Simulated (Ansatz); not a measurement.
Cu, space group Cmcm: a test of the smearing width, run with Ansatz's Python interface.

Script `smear_cu.py`:
```python
import warnings

import ansatz
import matplotlib.pyplot as plt

XC = "lda"
KMESH = (12, 12, 11)

warnings.simplefilter("ignore", ansatz.DeckWarning)

lattice = ansatz.Lattice.of(
    (1.218464, -3.976378, 0.0),
    (1.218464, 3.976378, 0.0),
    (0.0, 0.0, 2.475496),
)
sites = [
    ("Cu", (0.133867, 0.866133, 0.25)),
    ("Cu", (0.866133, 0.133867, 0.75)),
]
cell = ansatz.Crystal(lattice=lattice)
for symbol, position in sites:
    cell = cell.atom(symbol, position)

setup = cell.calculation()
setup = setup.functional(XC)
setup = setup.kpoints(mesh=KMESH)
setup = setup.forces()
setup = setup.stress()

rows = []
for value in [0.5, 0.3, 0.2, 0.1]:
    data = setup.occupations("gaussian", width=value).run(threads=1).report
    rows.append((value, data["free_energy_ev"] / len(data["lattice"]["sites"]), data["n_iterations"], sum(data["stress_gpa"][i][i] for i in range(3)) / 3, max(abs(f) for row in data["forces_ev_ang"] for f in row), data["n_kpoints"]))

print("  width (eV)   F/atom (eV)    iterations       P (GPa)  max component (eV/A)      k-points")
for row in rows:
    print(f"{str(row[0]):>12s}  {row[1]:12.5f}  {row[2]:12d}  {row[3]:12.3f}  {row[4]:20.4f}  {row[5]:12d}")

for row in rows[:-1]:
    shift = 1000 * (row[1] - rows[-1][1])
    print(f"{row[0]}: {shift:+.2f} meV/atom" + ("  (within 2 meV)" if abs(shift) < 2 else ""))
plt.figure(figsize=(4.5, 3))
plt.plot([str(row[0]) for row in rows], [1000 * (row[1] - rows[-1][1]) for row in rows], "o-")
plt.xlabel("width (eV)")
plt.ylabel("F - F(last) (meV/atom)")
plt.tight_layout()
plt.savefig("smear.png", dpi=100)
```

How much does the free energy per atom change between the narrowest and the widest smearing, and why?

Going from 0.1 to 0.5 eV changes F by -15.3 meV an atom. With this scheme F falls roughly as the square of the width; the report's estimate for zero width (energy_sigma0_ev) moves by only +1.7 meV. The pressure moves from -7.52 to -7.39 GPa.

The run itself:

`python smear_cu.py` gives:
```text
  width (eV)   F/atom (eV)    iterations       P (GPa)  max component (eV/A)      k-points
         0.5   -6555.56342             6        -7.393                0.0473           258
         0.3   -6555.55258             6        -7.483                0.0448           258
         0.2   -6555.54961             6        -7.509                0.0425           258
         0.1   -6555.54807             6        -7.516                0.0415           258
0.5: -15.35 meV/atom
0.3: -4.51 meV/atom
0.2: -1.54 meV/atom  (within 2 meV)
```

The mesh is modest for a metal, so energies can be off by several to tens of meV an atom and pressures by half a GPa or more; differences at equal mesh fare better. The free energy holds a sizeable smearing term, which stands for no physical temperature. The narrowest width needs the finest mesh, so the last row is no converged reference. Pressure is positive in compression. At these settings the cell as given stands under about -7 GPa, so it isn't at this functional's equilibrium volume. This isn't the structure that Cu takes at ambient conditions. Wall time of the script: 20 s on 1 thread of Intel(R) Xeon(R) Processor @ 2.30GHz (shared host), peak memory 0.6 GiB.
